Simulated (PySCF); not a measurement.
**SSe₃: singlet, from a trigonal planar start**

Where does singlet SSe₃ go from a trigonal planar start, is the end point a minimum, and what are its modes, charges and moments?

Program: PySCF 2.14.0. Level of theory: PBE0, basis S def2-SVP, Se def2-SVP, no relativity, density fitting. These are calculated values, not measurements.

## (1) Where the work starts

4 atoms, charge 0, spin multiplicity 1.

Bond lengths: S1–Se2 2.010 Å, S1–Se3 2.010 Å, S1–Se4 2.010 Å. Angles: Se2–S1–Se3 120.0°, Se2–S1–Se4 120.0°, Se3–S1–Se4 120.0°.

```xyz
4
charge 0 multiplicity 1
S     0.0000    0.0000    0.0000
Se    2.0100    0.0000    0.0000
Se   -1.0050    1.7407    0.0000
Se   -1.0050   -1.7407    0.0000
```

## (2) The SCF at the typed geometry

The steps below are one call of a driver around PySCF. For each, scf.py gives the equivalent set-up of the SCF; relaxations use the driver's own optimiser. After this first run the driver tries any further starts and a stability analysis.

File scf.py:

```python
from pyscf import gto, scf, dft
mol = gto.M(atom='''
S      0.000000     0.000000     0.000000
Se     2.010000     0.000000     0.000000
Se    -1.005000     1.740700     0.000000
Se    -1.005000    -1.740700     0.000000''',
    basis={'S': 'def2-SVP', 'Se': 'def2-SVP'},
    charge=0, spin=0)
mf = dft.RKS(mol, xc='PBE0')
mf.grids.atom_grid = (50, 194)
aux = {'S': 'def2-universal-JKFIT', 'Se': 'def2-universal-JKFIT'}
mf = mf.density_fit(auxbasis=aux)
mf.conv_tol = 1e-08
mf.diis_space = 10
mf.max_cycle = 60
mf.init_guess = 'minao'
mf.verbose = 4
mf.kernel()
```

On the command line:

```bash
> OMP_NUM_THREADS=2 python axn.py task.json out
```

Standard output:

```text
init E= -7599.08078656595
  HOMO = -0.25374761677237  LUMO = -0.18284778668535  gap/eV = 1.92928
cycle= 1 E= -7600.75793461215  delta_E= -1.68  |g|= 0.436  |ddm|= 3.01
  HOMO = -0.248833791466468  LUMO = -0.182432213312742  gap/eV = 1.80688
cycle= 2 E= -7600.63898895205  delta_E= 0.119  |g|= 0.783  |ddm|= 1.26
  HOMO = -0.240951112931725  LUMO = -0.151070434708807  gap/eV = 2.44578
cycle= 3 E= -7600.80996014782  delta_E= -0.171  |g|= 0.054  |ddm|= 0.85
  HOMO = -0.244404238387713  LUMO = -0.153294700055617  gap/eV = 2.47922
cycle= 4 E= -7600.81037221858  delta_E= -0.000412  |g|= 0.0115  |ddm|= 0.0476
  HOMO = -0.244796392402402  LUMO = -0.153104088269452  gap/eV = 2.49507
cycle= 5 E= -7600.81039900612  delta_E= -2.68e-05  |g|= 0.0019  |ddm|= 0.012
  HOMO = -0.244552001164418  LUMO = -0.152908476287131  gap/eV = 2.49375
cycle= 6 E= -7600.81039961944  delta_E= -6.13e-07  |g|= 0.00028  |ddm|= 0.00262
  HOMO = -0.244558611400732  LUMO = -0.15291645252255  gap/eV = 2.49371
cycle= 7 E= -7600.81039964279  delta_E= -2.33e-08  |g|= 8.93e-05  |ddm|= 0.000453
  HOMO = -0.244563776863901  LUMO = -0.152921442824575  gap/eV = 2.49371
cycle= 8 E= -7600.81039964238  delta_E= 4.11e-10  |g|= 9.35e-05  |ddm|= 0.000288
  HOMO = -0.244566484747947  LUMO = -0.152923292684999  gap/eV = 2.49374
Extra cycle  E= -7600.81039962503  delta_E= 1.74e-08  |g|= 0.000232  |ddm|= 0.000534
converged SCF energy = -7600.81039962503
```

This step, with its further starts and checks, took 12 s on 2 threads of Arm Neoverse V2, shared host.

No lower closed-shell solution turned up in the test of internal stability.

## (3) Relaxing the singlet from the trigonal planar start

The program finds D3h symmetry in the start, which this walk keeps.

scf.py, as its differences from that of step 2:

```diff
@@ -4,3 +4,3 @@
-Se     2.010000     0.000000     0.000000
-Se    -1.005000     1.740700     0.000000
-Se    -1.005000    -1.740700     0.000000''',
+Se     2.009994     0.000000     0.000000
+Se    -1.004997     1.740706     0.000000
+Se    -1.004997    -1.740706     0.000000''',
@@ -16 +15,0 @@
-mf.init_guess = 'minao'
```

Energy and gradient, step by step:

| step | energy (Eh) | change (kJ/mol) | largest symmetric gradient (Eh/bohr) |
| --- | --- | --- | --- |
| 0 | -7600.810400 | 0.00 | 0.03717 |
| 1 | -7600.817455 | -18.52 | 0.00778 |
| 2 | -7600.817841 | -19.54 | 0.00132 |
| 3 | -7600.817853 | -19.57 | 0.00006 |

The walk took 15 s.

Positions (Å) and forces (eV/Å) along the way:

```
step 0
S    0.000   0.000   0.000  -0.004   0.000   0.000
Se   2.010   0.000   0.000   1.914   0.000   0.000
Se  -1.005   1.741   0.000  -0.955   1.654   0.000
Se  -1.005  -1.741   0.000  -0.955  -1.654   0.000
step 1
S    0.000   0.000   0.000  -0.009   0.000   0.000
Se   2.067   0.000   0.000   0.405   0.000   0.000
Se  -1.034   1.790   0.000  -0.198   0.345   0.000
Se  -1.034  -1.790   0.000  -0.198  -0.345   0.000
step 2
S    0.000   0.000   0.000  -0.012   0.000   0.000
Se   2.082   0.000   0.000   0.073   0.000   0.000
Se  -1.041   1.803   0.000  -0.031   0.058   0.000
Se  -1.041  -1.803   0.000  -0.031  -0.058   0.000
step 3
S    0.000   0.000   0.000  -0.009   0.000   0.000
Se   2.085   0.000   0.000   0.007   0.000   0.000
Se  -1.043   1.806   0.000   0.001   0.002   0.000
Se  -1.043  -1.806   0.000   0.001  -0.002   0.000
```

It settles in D3h symmetry, 19.6 kJ/mol below the start, after 3 steps: S–Se 2.085 Å (×3); Se–S–Se 120.0° (×3).

## (4) Vibrations and properties at this point

The point is checked on the finer grid, and tightened if its gradient asks for it. The Hessian and the dipole derivatives come from central differences of analytic gradients, with steps of 0.02 bohr.

scf.py, as its differences from that of step 3:

```diff
@@ -3,4 +3,4 @@
-S      0.000000     0.000000     0.000000
-Se     2.009994     0.000000     0.000000
-Se    -1.004997     1.740706     0.000000
-Se    -1.004997    -1.740706     0.000000''',
+S     -0.000000     0.000000     0.000000
+Se     2.085485    -0.000000     0.000000
+Se    -1.042742     1.806083     0.000000
+Se    -1.042742    -1.806083     0.000000''',
@@ -10 +10 @@
-mf.grids.atom_grid = (50, 194)
+mf.grids.atom_grid = (75, 302)
@@ -13 +13 @@
-mf.conv_tol = 1e-08
+mf.conv_tol = 1e-10
```

The driver hands on the density of the step before, so the log starts near convergence.

SCF at the final geometry:

```text
init E= -7600.81787287912
  HOMO = -0.248675809118436  LUMO = -0.163505961852613  gap/eV = 2.31759
cycle= 1 E= -7600.8178728791  delta_E= 2.55e-11  |g|= 7.23e-06  |ddm|= 1.61e-05
  HOMO = -0.248675988149271  LUMO = -0.16350611319664  gap/eV = 2.31759
Extra cycle  E= -7600.81787287897  delta_E= 1.31e-10  |g|= 1.99e-05  |ddm|= 4.47e-05
converged SCF energy = -7600.81787287897
```

The whole step took 38 s.

Geometry: D3h; S–Se 2.085 Å (×3); Se–S–Se 120.0° (×3).

Harmonic modes (main isotopes):

```
symmetry  ω (cm⁻¹)  IR (km/mol)
      e'       133          0.0
    a2''       201          0.4
     a1'       266          0.0
      e'       546          130
```

No imaginary mode, so this is a minimum.

Properties at this point:

```yaml
Dipole_moment: 0.00 D
Highest_occupied_level: -6.77 eV
Lowest_empty_level: -4.45 eV
Rotational_constants: 0.03233, 0.03233, 0.01617 cm⁻¹
Zero-point_energy: 10.9 kJ/mol
Principal_polarisabilities: 42.1, 127.6, 127.6 bohr³
Atomisation_energy_without_zero-point_energy: 648 kJ/mol
Principal_traceless_quadrupole_moments_about_the_centre_of_mass: -1.27, 0.63, 0.63 D Å
Entropy_at_298.15_K_and_1_bar: 337.8 J/(mol K)
Heat_capacity_Cp_at_298.15_K: 73.9 J/(mol K)
Enthalpy_at_298.15_K_above_0_K: 17.15 kJ/mol
Rotational_symmetry_number: 6
```

Populations by atom (charges in e):

```json
{"atom": "S1", "Mulliken": "0.10", "Löwdin": "0.56", "polar tensor": "0.84", "Mayer order to S1": "–"}
{"atom": "Se2,3,4", "Mulliken": "-0.03", "Löwdin": "-0.19", "polar tensor": "-0.28", "Mayer order to S1": "1.17"}
```

Outer orbital energies (eV). occupied: -12.43, -12.42, -11.87, -7.90, -7.90, -7.51, -7.51, -6.77; empty: -4.45, -3.14, -0.42, -0.42.

Mulliken populations on S1: s 5.69, p 9.97, d 0.25.

## (5) Stability of the closed shell

At the lowest minimum the closed shell is tested against spin polarisation, on the (50, 194) grid. It is stable.

## (6) Real-space pictures of the lowest minimum

The plane holds S1 at (0.00, 0.00), Se2 at (2.09, 0.00), Se3 at (-1.04, 1.81), Se4 at (-1.04, -1.81) Å. Columns run from x = -3.15 to 4.35 Å, rows from y = 4.05 (top) to -3.75 Å, in steps of 0.3 Å.

Density (cut at 5 e/Å³):

Ten steps from '0' (0.000 e/Å³) to '9' (5.000 e/Å³), finer at the low end (step k begins (100^(k/10) - 1)/99 of the way up):
```
00000000000000000000000000
00000000000000000000000000
00000011111000000000000000
00001122221100000000000000
00012344443210000000000000
00123566654310000000000000
00135699975321000000000000
01235899986421000000000000
01246899985421111111100000
01235699965432223332210000
00134566665543334554321000
00123445666654456666431000
00012234678866567997532000
00001234689986669999642000
00001234689986669999642000
00012234678866567997532000
00123445666654456666431000
00134566665543334554321000
01235699965432223332210000
01246899985421111111100000
01235899986421000000000000
00135699975321000000000000
00123566654310000000000000
00012344443210000000000000
00001122221100000000000000
00000011111000000000000000
00000000000000000000000000
```

ELF (0 where the density is under 0.005 e/Å³):

Ten even steps from '0' (0.00) to '9' (0.93):
```
00000000110000000000000000
00000001344400000000000000
00000124566650000000000000
00012467888875000000000000
01135667899986100000000000
12467633589985000000000000
35787325249972000255300000
56897182817851002677640000
67998182816630015898763000
68999425225421148999874200
57899842367643268999984200
35778765798765566457885100
00123335840038641441675100
00000125609908725564365100
00000125609908725564365100
00123335840038641441675100
35778765798765566457885100
57899842367643268999984200
68999425225421148999874200
67998182816630015898763000
56897182817851002677640000
35787325249972000255300000
12467633589985000000000000
01135667899986100000000000
00012467888875000000000000
00000124566650000000000000
00000001344400000000000000
```

Highest occupied orbital at -6.77 eV (sign arbitrary; one member if degenerate):

Ten even steps from '0' (-0.43 Å^-3/2) to '9' (0.43 Å^-3/2):
```
55544444444444444445555555
55554444444444444455555555
55554444444444444455555555
55555444333444444555555555
55555543223344445555555555
55555543112334445555555555
55566654211234455555555555
55667737711234455555555555
55678831622334555666555555
55678875433344566666655555
55667887544445567887665555
55566776554455678888765555
55555665554455677667665555
55555555555555555005555555
44444444444444444994444444
44444334445544322332334444
44433223445544321111234444
44332112455554432112334444
44321124566655433333344444
44321168377665444333444444
44332262288765544444444444
44433345788765544444444444
44444456887665554444444444
44444456776655554444444444
44444555666555555444444444
44445555555555555544444444
44445555555555555544444444
```

Along S1–Se2 (2.085 Å) the density is least, 0.89 e/Å³, about 1.15 Å from S1; ELF there is 0.54.

Values on the line from S1 (at 0) through Se2 (at 2.085 Å):

| distance (Å) | density (e/Å³) | ELF | electrostatic potential (V) |
| --- | --- | --- | --- |
| -0.73 | 0.93 | 0.53 | 32.5 |
| -0.52 | 1.53 | 0.0848 | 73.5 |
| -0.31 | 14.2 | 0.733 | 195 |
| -0.10 | 175 | 0.289 | 1.25e+03 |
| 0.21 | 58.6 | 0.858 | 401 |
| 0.42 | 3.57 | 0.149 | 115 |
| 0.63 | 1.43 | 0.427 | 48.4 |
| 0.83 | 1.15 | 0.849 | 24.4 |
| 1.04 | 0.923 | 0.712 | 19.5 |
| 1.25 | 0.945 | 0.349 | 28.6 |
| 1.46 | 1.81 | 0.127 | 57.9 |
| 1.67 | 13.9 | 0.617 | 146 |
| 1.88 | 105 | 0.549 | 688 |
| 2.19 | 552 | 0.664 | 2.33e+03 |
| 2.40 | 44.4 | 0.776 | 282 |
| 2.61 | 4.49 | 0.301 | 86.6 |
| 2.82 | 1.05 | 0.244 | 37.3 |
| 3.02 | 0.5 | 0.526 | 17.7 |
| 3.23 | 0.234 | 0.623 | 9.06 |

Making the fields took 3.3 s on 2 threads of Arm Neoverse V2, shared host.

## (7) Outcome

| quantity | value |
| --- | --- |
| minimum | singlet, D3h |
| geometry | S–Se 2.085 Å (×3); Se–S–Se 120.0° (×3) |
| wavenumbers (cm⁻¹) | 133 (e'), 201 (a2''), 266 (a1'), 546 (e') |
| dipole moment | 0.00 D |
| highest occupied, lowest empty level | -6.77, -4.45 eV |
| polar-tensor charge of S1 | +0.84 e |
| zero-point energy | 10.9 kJ/mol |
| entropy at 298.15 K | 337.8 J/(mol K) |
| atomisation energy (no zero-point energy) | 648 kJ/mol |

What this shows: The molecule stays D3h, as typed, and the end point is a minimum. The strongest infrared band lies at 546 cm⁻¹ (e'). The dipole vanishes although S1 carries +0.8 e by the polar tensor: the bond dipoles cancel. Only this shape and spin were tried, so other structures or states may lie lower.

The search up to here took 71 s.
